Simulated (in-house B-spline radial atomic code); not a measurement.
# Ta¹⁸⁺: binding energies from hole states

How tightly is each shell of Ta¹⁸⁺ bound, and how much do the other electrons relax when one leaves?

Method: Dirac-Hartree-Fock, average of configuration, Fermi nucleus, basis-set limit. Code: in-house B-spline radial atomic code version 1.

## Step 1: What is computed

| Property | Result |
| --- | --- |
| element | tantalum (Z = 73) |
| charge | +18 |
| electrons | 55 |
| configuration | [Kr] 4d10 4f9 |
| Hamiltonian | Dirac-Coulomb |
| nucleus | Fermi, rms radius 5.351 fm |

The outer shells:

[Kr] 4d10 4f9
```
[Kr] core
4d [↑↓][↑↓][↑↓][↑↓][↑↓]
4f [↑↓][↑↓][↑ ][↑ ][↑ ][↑ ][↑ ]
```

The boxes draw the filling by Hund's rule, which heavy ions in jj coupling don't follow; these runs average over all states of the configuration.

The run's settings:

```ini
Z = 73
electrons = 55.0
configuration = [Kr] 4d10 4f9
hamiltonian = dirac
method = hf
spin_polarised = False
nucleus = fermi
rms_radius = 5.3507
mass_number = 181
atomic_mass = 180.947998528
speed_of_light = 137.035999084
```

This reference run was done before. Its total energy is -15497.123176 hartree, and its levels are (the highest eight at most):

| orbital | occupation | energy (eV) | <r> (bohr) |
| --- | --- | --- | --- |
| 3d5/2 | 6 | -2223.76 | 0.1872 |
| 4s1/2 | 2 | -1022.38 | 0.4522 |
| 4p1/2 | 2 | -920.50 | 0.4564 |
| 4p3/2 | 4 | -852.61 | 0.4841 |
| 4d3/2 | 4 | -683.44 | 0.4934 |
| 4d5/2 | 6 | -670.37 | 0.5027 |
| 4f5/2 | 3.85714 | -462.36 | 0.5159 |
| 4f7/2 | 5.14286 | -459.77 | 0.5205 |

## Step 2: The 1s hole

The settings differ from step 1 so:

```diff
@@ -1,4 +1,4 @@
 Z = 73
-electrons = 55.0
-configuration = [Kr] 4d10 4f9
+electrons = 54.0
+configuration = 1s1 2s2 2p6 3s2 3p6 3d10 4s2 4p6 4d10 4f9
 hamiltonian = dirac
```

From the run's result record (rounded, not every field):

```text
{
  "status": "converged",
  "scf [iteration, energy, orbital gradient]": [
    [1, -12868.4704247, 3.5],
    [2, -12962.6058233, 1.74],
    [3, -12987.7513043, 0.494],
    [4, -12990.0693861, 0.138],
    [5, -12990.2080962, 0.0696],
    [6, -12990.2527899, 0.00518],
    [7, -12990.2529276, 0.00019],
    [8, -12990.2529277, 3.11e-05],
    [9, -12990.2529277, 8.34e-07],
    [10, -12990.2529277, 2.62e-08]
  ],
  "energy [hartree]": {"total": -12990.2529277, "kinetic": 14429.1724029, "nuclear": -31982.4894679, "coulomb": 4802.65819964, "exact_exchange": -239.594062359},
  "breit [hartree]": {"gaunt": 9.430311, "retardation": -1.270681, "frequency_dependence": -0.171447},
  "qed [hartree]": {"self_energy": 8.098405, "uehling": -1.447833, "wichmann_kroll": 0.05631832},
  "recoil [hartree]": 0.02594001,
  "total_with_corrections [hartree]": -12975.5319139,
  "orbitals [hartree, bohr; first row names the columns]": [
    ["name", "occ", "eps", "<r>"],
    ["1s1/2", 1.0, -2555.1458, 0.018618],
    ["2s1/2", 2.0, -461.82931, 0.077483],
    ["2p1/2", 2.0, -444.75217, 0.06396],
    ["2p3/2", 4.0, -395.71319, 0.071783],
    ["3s1/2", 2.0, -122.41288, 0.20113],
    ["3p1/2", 2.0, -114.04613, 0.19067],
    ["3p3/2", 4.0, -103.26263, 0.20496],
    ["3d3/2", 4.0, -88.342309, 0.17936],
    ["3d5/2", 6.0, -85.98463, 0.18383],
    ["4s1/2", 2.0, -39.756074, 0.44474],
    ["4p1/2", 2.0, -36.091882, 0.44677],
    ["4p3/2", 4.0, -33.438035, 0.47424],
    ["4d3/2", 4.0, -27.09001, 0.48106],
    ["4d5/2", 6.0, -26.568712, 0.49029],
    ["4f5/2", 3.8571, -18.679061, 0.49831],
    ["4f7/2", 5.1429, -18.572088, 0.50275]
  ],
  "sum_r [bohr^k]": {"-1": 438.1323, "1": 17.06611, "2": 8.086637},
  "energy_minus_base [hartree]": 2506.87025,
  "energy_minus_base_with_corrections [hartree]": 2494.60797
}
```

It took 0.6 s on 1 thread, shared host.

energy_minus_base is the energy less that of the reference run.

## Step 3: The 2s hole

The settings differ from step 2 so:

```diff
@@ -2,3 +2,3 @@
 electrons = 54.0
-configuration = 1s1 2s2 2p6 3s2 3p6 3d10 4s2 4p6 4d10 4f9
+configuration = 1s2 2s1 2p6 3s2 3p6 3d10 4s2 4p6 4d10 4f9
 hamiltonian = dirac
```

Main fields:

```text
{
  "status": "converged",
  "scf [iteration, energy, orbital gradient]": [
    [1, -14929.6477257, 3.5],
    [2, -15021.9959907, 1.73],
    [3, -15046.414309, 0.493],
    [4, -15048.6778934, 0.138],
    [5, -15048.8152908, 0.0688],
    [6, -15048.8589022, 0.00543],
    [7, -15048.8590569, 0.000357],
    [8, -15048.8590574, 2.78e-05],
    [9, -15048.8590574, 9.37e-07],
    [10, -15048.8590574, 2.64e-08]
  ],
  "energy [hartree]": {"total": -15048.8590574, "kinetic": 16823.7815592, "nuclear": -36514.186396, "coulomb": 4914.21441415, "exact_exchange": -272.668634825},
  "breit [hartree]": {"gaunt": 17.31142, "retardation": -1.853016, "frequency_dependence": -0.3225047},
  "qed [hartree]": {"self_energy": 12.53929, "uehling": -2.320322, "wichmann_kroll": 0.09039446},
  "recoil [hartree]": 0.02803065,
  "total_with_corrections [hartree]": -15023.385766,
  "orbitals [hartree, bohr; first row names the columns]": [
    ["name", "occ", "eps", "<r>"],
    ["1s1/2", 2.0, -2521.6387, 0.018662],
    ["2s1/2", 1.0, -458.38251, 0.078237],
    ["2p1/2", 2.0, -437.97783, 0.064632],
    ["2p3/2", 4.0, -390.6694, 0.072388],
    ["3s1/2", 2.0, -121.57637, 0.20195],
    ["3p1/2", 2.0, -113.08027, 0.1919],
    ["3p3/2", 4.0, -102.57638, 0.206],
    ["3d3/2", 4.0, -88.191615, 0.1799],
    ["3d5/2", 6.0, -85.875117, 0.18429],
    ["4s1/2", 2.0, -39.558534, 0.44647],
    ["4p1/2", 2.0, -35.868999, 0.44903],
    ["4p3/2", 4.0, -33.279274, 0.47614],
    ["4d3/2", 4.0, -27.055936, 0.48183],
    ["4d5/2", 6.0, -26.54372, 0.49091],
    ["4f5/2", 3.8571, -18.720121, 0.49721],
    ["4f7/2", 5.1429, -18.612174, 0.50164]
  ],
  "sum_r [bohr^k]": {"-1": 500.2198, "1": 17.03741, "2": 8.098319},
  "energy_minus_base [hartree]": 448.264119,
  "energy_minus_base_with_corrections [hartree]": 446.754121
}
```

Run time: 0.6 s. Hardware: 1 thread, shared host.

## Step 4: The 2p1/2 hole

In configurations, a minus sign after the shell means j = l − 1/2 and a plus sign j = l + 1/2; the count of electrons follows.

The settings differ from step 3 so:

```diff
@@ -2,3 +2,3 @@
 electrons = 54.0
-configuration = 1s2 2s1 2p6 3s2 3p6 3d10 4s2 4p6 4d10 4f9
+configuration = 1s2 2s2 2p-1 2p+4 3s2 3p6 3d10 4s2 4p6 4d10 4f9
 hamiltonian = dirac
```

Main fields:

```text
{
  "status": "converged",
  "scf [iteration, energy, orbital gradient]": [
    [1, -14949.4558642, 3.5],
    [2, -15042.1032086, 1.73],
    [3, -15066.6823554, 0.493],
    [4, -15068.9580994, 0.138],
    [5, -15069.095752, 0.069],
    [6, -15069.1396059, 0.00542],
    [7, -15069.1397601, 0.000329],
    [8, -15069.1397605, 2.8e-05],
    [9, -15069.1397605, 8.41e-07],
    [10, -15069.1397605, 2.89e-08]
  ],
  "energy [hartree]": {"total": -15069.1397605, "kinetic": 16852.5463726, "nuclear": -36546.58767, "coulomb": 4898.21433781, "exact_exchange": -273.312800899},
  "breit [hartree]": {"gaunt": 16.61229, "retardation": -1.752463, "frequency_dependence": -0.3115951},
  "qed [hartree]": {"self_energy": 13.27822, "uehling": -2.449802, "wichmann_kroll": 0.09521774},
  "recoil [hartree]": 0.03003046,
  "total_with_corrections [hartree]": -15043.6378618,
  "orbitals [hartree, bohr; first row names the columns]": [
    ["name", "occ", "eps", "<r>"],
    ["1s1/2", 2.0, -2524.6352, 0.018648],
    ["2s1/2", 2.0, -458.09694, 0.077939],
    ["2p1/2", 1.0, -440.45257, 0.064862],
    ["2p3/2", 4.0, -392.36352, 0.07226],
    ["3s1/2", 2.0, -121.84805, 0.20182],
    ["3p1/2", 2.0, -113.01549, 0.19169],
    ["3p3/2", 4.0, -102.75288, 0.20574],
    ["3d3/2", 4.0, -88.125211, 0.17995],
    ["3d5/2", 6.0, -85.994223, 0.18402],
    ["4s1/2", 2.0, -39.618175, 0.44599],
    ["4p1/2", 2.0, -35.859253, 0.44904],
    ["4p3/2", 4.0, -33.319154, 0.47566],
    ["4d3/2", 4.0, -27.043286, 0.48198],
    ["4d5/2", 6.0, -26.568492, 0.49045],
    ["4f5/2", 3.8571, -18.710762, 0.49747],
    ["4f7/2", 5.1429, -18.603845, 0.50184]
  ],
  "sum_r [bohr^k]": {"-1": 500.6652, "1": 17.04404, "2": 8.096024},
  "energy_minus_base [hartree]": 427.983416,
  "energy_minus_base_with_corrections [hartree]": 426.502026
}
```

It took 0.6 s on 1 thread, shared host.

## Step 5: The 2p3/2 hole

The settings differ from step 4 so:

```diff
@@ -2,3 +2,3 @@
 electrons = 54.0
-configuration = 1s2 2s2 2p-1 2p+4 3s2 3p6 3d10 4s2 4p6 4d10 4f9
+configuration = 1s2 2s2 2p-2 2p+3 3s2 3p6 3d10 4s2 4p6 4d10 4f9
 hamiltonian = dirac
```

Main fields:

```text
{
  "status": "converged",
  "scf [iteration, energy, orbital gradient]": [
    [1, -14996.4238007, 3.5],
    [2, -15088.8773013, 1.73],
    [3, -15113.3597429, 0.493],
    [4, -15115.627947, 0.138],
    [5, -15115.765407, 0.0689],
    [6, -15115.8091068, 0.00546],
    [7, -15115.8092635, 0.00035],
    [8, -15115.809264, 2.8e-05],
    [9, -15115.809264, 8.51e-07],
    [10, -15115.809264, 2.94e-08]
  ],
  "energy [hartree]": {"total": -15115.809264, "kinetic": 17012.4055366, "nuclear": -36762.2665269, "coulomb": 4908.69931095, "exact_exchange": -274.647584666},
  "breit [hartree]": {"gaunt": 17.12786, "retardation": -1.752723, "frequency_dependence": -0.2491733},
  "qed [hartree]": {"self_energy": 13.2269, "uehling": -2.460082, "wichmann_kroll": 0.09567496},
  "recoil [hartree]": 0.02972741,
  "total_with_corrections [hartree]": -15089.7910815,
  "orbitals [hartree, bohr; first row names the columns]": [
    ["name", "occ", "eps", "<r>"],
    ["1s1/2", 2.0, -2522.4064, 0.018653],
    ["2s1/2", 2.0, -457.56323, 0.077987],
    ["2p1/2", 2.0, -439.13416, 0.064596],
    ["2p3/2", 3.0, -391.93295, 0.072681],
    ["3s1/2", 2.0, -121.77489, 0.20192],
    ["3p1/2", 2.0, -113.18221, 0.19177],
    ["3p3/2", 4.0, -102.56015, 0.20573],
    ["3d3/2", 4.0, -88.271286, 0.17974],
    ["3d5/2", 6.0, -85.833665, 0.18433],
    ["4s1/2", 2.0, -39.601158, 0.44615],
    ["4p1/2", 2.0, -35.891982, 0.4488],
    ["4p3/2", 4.0, -33.27754, 0.47611],
    ["4d3/2", 4.0, -27.073021, 0.48154],
    ["4d5/2", 6.0, -26.537122, 0.491],
    ["4f5/2", 3.8571, -18.717353, 0.49727],
    ["4f7/2", 5.1429, -18.608819, 0.50174]
  ],
  "sum_r [bohr^k]": {"-1": 503.6198, "1": 17.0407, "2": 8.097858},
  "energy_minus_base [hartree]": 381.313912,
  "energy_minus_base_with_corrections [hartree]": 380.348806
}
```

Wall time 0.61 s (1 thread, shared host).

## Step 6: The 3s hole

The settings differ from step 5 so:

```diff
@@ -2,3 +2,3 @@
 electrons = 54.0
-configuration = 1s2 2s2 2p-2 2p+3 3s2 3p6 3d10 4s2 4p6 4d10 4f9
+configuration = 1s2 2s2 2p6 3s1 3p6 3d10 4s2 4p6 4d10 4f9
 hamiltonian = dirac
```

Main fields:

```text
{
  "status": "converged",
  "scf [iteration, energy, orbital gradient]": [
    [1, -15265.0983666, 3.88],
    [2, -15354.7069043, 2.06],
    [3, -15377.5690752, 0.571],
    [4, -15379.7196376, 0.138],
    [5, -15379.8540912, 0.0841],
    [6, -15379.8954914, 0.00572],
    [7, -15379.8956494, 0.000469],
    [8, -15379.8956501, 2.95e-05],
    [9, -15379.8956501, 1.12e-06],
    [10, -15379.8956501, 2.78e-08]
  ],
  "energy [hartree]": {"total": -15379.8956501, "kinetic": 17248.4461584, "nuclear": -37336.1835703, "coulomb": 4990.99813172, "exact_exchange": -283.156369997},
  "breit [hartree]": {"gaunt": 18.10081, "retardation": -1.918981, "frequency_dependence": -0.3136853},
  "qed [hartree]": {"self_energy": 13.11052, "uehling": -2.425168, "wichmann_kroll": 0.09437698},
  "recoil [hartree]": 0.02886421,
  "total_with_corrections [hartree]": -15353.2189179,
  "orbitals [hartree, bohr; first row names the columns]": [
    ["name", "occ", "eps", "<r>"],
    ["1s1/2", 2.0, -2514.1159, 0.018661],
    ["2s1/2", 2.0, -453.40626, 0.078309],
    ["2p1/2", 2.0, -433.55855, 0.064911],
    ["2p3/2", 4.0, -386.70889, 0.072701],
    ["3s1/2", 1.0, -120.9872, 0.20369],
    ["3p1/2", 2.0, -111.68499, 0.19321],
    ["3p3/2", 4.0, -101.34191, 0.20745],
    ["3d3/2", 4.0, -86.984408, 0.18166],
    ["3d5/2", 6.0, -84.748973, 0.18603],
    ["4s1/2", 2.0, -39.37869, 0.44769],
    ["4p1/2", 2.0, -35.688586, 0.45111],
    ["4p3/2", 4.0, -33.117898, 0.47824],
    ["4d3/2", 4.0, -26.90874, 0.48456],
    ["4d5/2", 6.0, -26.40784, 0.49355],
    ["4f5/2", 3.8571, -18.751059, 0.49755],
    ["4f7/2", 5.1429, -18.644699, 0.50188]
  ],
  "sum_r [bohr^k]": {"-1": 511.4813, "1": 16.98766, "2": 8.119145},
  "energy_minus_base [hartree]": 117.227526,
  "energy_minus_base_with_corrections [hartree]": 116.92097
}
```

Run time: 0.62 s. Hardware: 1 thread, shared host.

## Step 7: The 3p1/2 hole

The settings differ from step 6 so:

```diff
@@ -2,3 +2,3 @@
 electrons = 54.0
-configuration = 1s2 2s2 2p6 3s1 3p6 3d10 4s2 4p6 4d10 4f9
+configuration = 1s2 2s2 2p6 3s2 3p-1 3p+4 3d10 4s2 4p6 4d10 4f9
 hamiltonian = dirac
```

Main fields:

```text
{
  "status": "converged",
  "scf [iteration, energy, orbital gradient]": [
    [1, -15273.7132346, 3.83],
    [2, -15363.5448047, 2.03],
    [3, -15386.4967701, 0.562],
    [4, -15388.6573611, 0.137],
    [5, -15388.7922154, 0.0818],
    [6, -15388.8338348, 0.00553],
    [7, -15388.8339959, 0.000431],
    [8, -15388.8339967, 2.77e-05],
    [9, -15388.8339967, 1.11e-06],
    [10, -15388.8339967, 2.77e-08]
  ],
  "energy [hartree]": {"total": -15388.8339967, "kinetic": 17260.2102431, "nuclear": -37351.6566798, "coulomb": 4986.21491041, "exact_exchange": -283.602470405},
  "breit [hartree]": {"gaunt": 17.96677, "retardation": -1.900231, "frequency_dependence": -0.3137951},
  "qed [hartree]": {"self_energy": 13.27631, "uehling": -2.453877, "wichmann_kroll": 0.09543993},
  "recoil [hartree]": 0.02929747,
  "total_with_corrections [hartree]": -15362.1340794,
  "orbitals [hartree, bohr; first row names the columns]": [
    ["name", "occ", "eps", "<r>"],
    ["1s1/2", 2.0, -2514.6366, 0.01866],
    ["2s1/2", 2.0, -453.8096, 0.078226],
    ["2p1/2", 2.0, -433.61863, 0.064969],
    ["2p3/2", 4.0, -387.01218, 0.072682],
    ["3s1/2", 2.0, -120.58712, 0.20304],
    ["3p1/2", 1.0, -112.24927, 0.1939],
    ["3p3/2", 4.0, -101.67735, 0.20728],
    ["3d3/2", 4.0, -86.837573, 0.18154],
    ["3d5/2", 6.0, -84.912739, 0.18593],
    ["4s1/2", 2.0, -39.440749, 0.44776],
    ["4p1/2", 2.0, -35.636282, 0.45084],
    ["4p3/2", 4.0, -33.142057, 0.47799],
    ["4d3/2", 4.0, -26.910098, 0.48451],
    ["4d5/2", 6.0, -26.421679, 0.49328],
    ["4f5/2", 3.8571, -18.732143, 0.4981],
    ["4f7/2", 5.1429, -18.654668, 0.50142]
  ],
  "sum_r [bohr^k]": {"-1": 511.6936, "1": 16.99212, "2": 8.11843},
  "energy_minus_base [hartree]": 108.28918,
  "energy_minus_base_with_corrections [hartree]": 108.005808
}
```

It took 0.62 s on 1 thread, shared host.

## Step 8: The 3p3/2 hole

The settings differ from step 7 so:

```diff
@@ -2,3 +2,3 @@
 electrons = 54.0
-configuration = 1s2 2s2 2p6 3s2 3p-1 3p+4 3d10 4s2 4p6 4d10 4f9
+configuration = 1s2 2s2 2p6 3s2 3p-2 3p+3 3d10 4s2 4p6 4d10 4f9
 hamiltonian = dirac
```

Main fields:

```text
{
  "status": "converged",
  "scf [iteration, energy, orbital gradient]": [
    [1, -15284.428707, 3.54],
    [2, -15373.9426556, 2.08],
    [3, -15396.7006102, 0.56],
    [4, -15398.8469243, 0.138],
    [5, -15398.9814384, 0.0805],
    [6, -15399.0227581, 0.0056],
    [7, -15399.0229257, 0.000413],
    [8, -15399.0229265, 2.53e-05],
    [9, -15399.0229265, 1.02e-06],
    [10, -15399.0229265, 2.15e-08]
  ],
  "energy [hartree]": {"total": -15399.0229265, "kinetic": 17295.3669719, "nuclear": -37402.0770405, "coulomb": 4991.85410823, "exact_exchange": -284.166966133},
  "breit [hartree]": {"gaunt": 18.07198, "retardation": -1.900011, "frequency_dependence": -0.2983302},
  "qed [hartree]": {"self_energy": 13.26686, "uehling": -2.456485, "wichmann_kroll": 0.09555487},
  "recoil [hartree]": 0.02921344,
  "total_with_corrections [hartree]": -15372.2141439,
  "orbitals [hartree, bohr; first row names the columns]": [
    ["name", "occ", "eps", "<r>"],
    ["1s1/2", 2.0, -2514.1045, 0.01866],
    ["2s1/2", 2.0, -453.54752, 0.078242],
    ["2p1/2", 2.0, -433.60145, 0.064903],
    ["2p3/2", 4.0, -386.626, 0.072763],
    ["3s1/2", 2.0, -120.48556, 0.20309],
    ["3p1/2", 2.0, -111.91761, 0.1932],
    ["3p3/2", 3.0, -101.64449, 0.20825],
    ["3d3/2", 4.0, -86.998098, 0.1817],
    ["3d5/2", 6.0, -84.623313, 0.18603],
    ["4s1/2", 2.0, -39.428259, 0.44793],
    ["4p1/2", 2.0, -35.698504, 0.45106],
    ["4p3/2", 4.0, -33.097763, 0.47768],
    ["4d3/2", 4.0, -26.909463, 0.48457],
    ["4d5/2", 6.0, -26.401607, 0.49371],
    ["4f5/2", 3.8571, -18.754675, 0.4975],
    ["4f7/2", 5.1429, -18.631915, 0.5024]
  ],
  "sum_r [bohr^k]": {"-1": 512.3843, "1": 16.98692, "2": 8.120504},
  "energy_minus_base [hartree]": 98.10025,
  "energy_minus_base_with_corrections [hartree]": 97.9257436
}
```

Run time: 0.62 s. Hardware: 1 thread, shared host.

## Step 9: The 3d3/2 hole

The settings differ from step 8 so:

```diff
@@ -2,3 +2,3 @@
 electrons = 54.0
-configuration = 1s2 2s2 2p6 3s2 3p-2 3p+3 3d10 4s2 4p6 4d10 4f9
+configuration = 1s2 2s2 2p6 3s2 3p6 3d-3 3d+6 4s2 4p6 4d10 4f9
 hamiltonian = dirac
```

Main fields:

```text
{
  "status": "converged",
  "scf [iteration, energy, orbital gradient]": [
    [1, -15298.5303501, 3.49],
    [2, -15388.6131825, 2.02],
    [3, -15411.5838394, 0.534],
    [4, -15413.7513299, 0.144],
    [5, -15413.8866023, 0.0737],
    [6, -15413.9283805, 0.00557],
    [7, -15413.9285471, 0.000374],
    [8, -15413.9285477, 2.37e-05],
    [9, -15413.9285477, 1.05e-06],
    [10, -15413.9285477, 2.73e-08]
  ],
  "energy [hartree]": {"total": -15413.9285477, "kinetic": 17311.5927669, "nuclear": -37424.858536, "coulomb": 4984.11298111, "exact_exchange": -284.775759743},
  "breit [hartree]": {"gaunt": 18.1426, "retardation": -1.919892, "frequency_dependence": -0.3119029},
  "qed [hartree]": {"self_energy": 13.29235, "uehling": -2.456603, "wichmann_kroll": 0.09556612},
  "recoil [hartree]": 0.02934238,
  "total_with_corrections [hartree]": -15387.0570879,
  "orbitals [hartree, bohr; first row names the columns]": [
    ["name", "occ", "eps", "<r>"],
    ["1s1/2", 2.0, -2513.9867, 0.018662],
    ["2s1/2", 2.0, -453.96204, 0.078245],
    ["2p1/2", 2.0, -433.77939, 0.064892],
    ["2p3/2", 4.0, -387.14052, 0.072704],
    ["3s1/2", 2.0, -120.94105, 0.20288],
    ["3p1/2", 2.0, -111.88952, 0.19312],
    ["3p3/2", 4.0, -101.81231, 0.20715],
    ["3d3/2", 3.0, -87.263855, 0.18264],
    ["3d5/2", 6.0, -85.087252, 0.18571],
    ["4s1/2", 2.0, -39.46657, 0.44756],
    ["4p1/2", 2.0, -35.705875, 0.45089],
    ["4p3/2", 4.0, -33.155383, 0.47783],
    ["4d3/2", 4.0, -26.897369, 0.48359],
    ["4d5/2", 6.0, -26.442781, 0.49292],
    ["4f5/2", 3.8571, -18.71333, 0.49861],
    ["4f7/2", 5.1429, -18.657914, 0.50117]
  ],
  "sum_r [bohr^k]": {"-1": 512.6964, "1": 16.99796, "2": 8.118757},
  "energy_minus_base [hartree]": 83.1946288,
  "energy_minus_base_with_corrections [hartree]": 83.0827995
}
```

Wall time 0.61 s (1 thread, shared host).

## Step 10: What the holes cost

| hole | ΔSCF (eV) | with Breit, QED, recoil (eV) | −ε of the parent (eV) | −ε less ΔSCF (eV) |
| --- | --- | --- | --- | --- |
| 1s | 68215.4 | 67881.7 | 68290.5 | 75.08 |
| 2s | 12197.9 | 12156.8 | 12238.0 | 40.08 |
| 2p1/2 | 11646.0 | 11605.7 | 11690.5 | 44.51 |
| 2p3/2 | 10376.1 | 10349.8 | 10417.6 | 41.54 |
| 3s | 3189.92 | 3181.58 | 3207.81 | 17.89 |
| 3p1/2 | 2946.70 | 2938.99 | 2965.54 | 18.84 |
| 3p3/2 | 2669.44 | 2664.70 | 2686.85 | 17.41 |
| 3d3/2 | 2263.84 | 2260.80 | 2283.75 | 19.91 |

**Reading.** Relaxation of the remaining electrons brings each binding energy under −ε, by 75.1 eV for 1s and 19.91 eV for 3d3/2. The difference of the 1s and 2p3/2 holes gives a Kα1 line at 57531.9 eV for this charge state (with Breit, QED and recoil). The spin-orbit splitting of the 2p hole is 1255.89 eV with those corrections. Values are for the free ion, measured from the vacuum level.
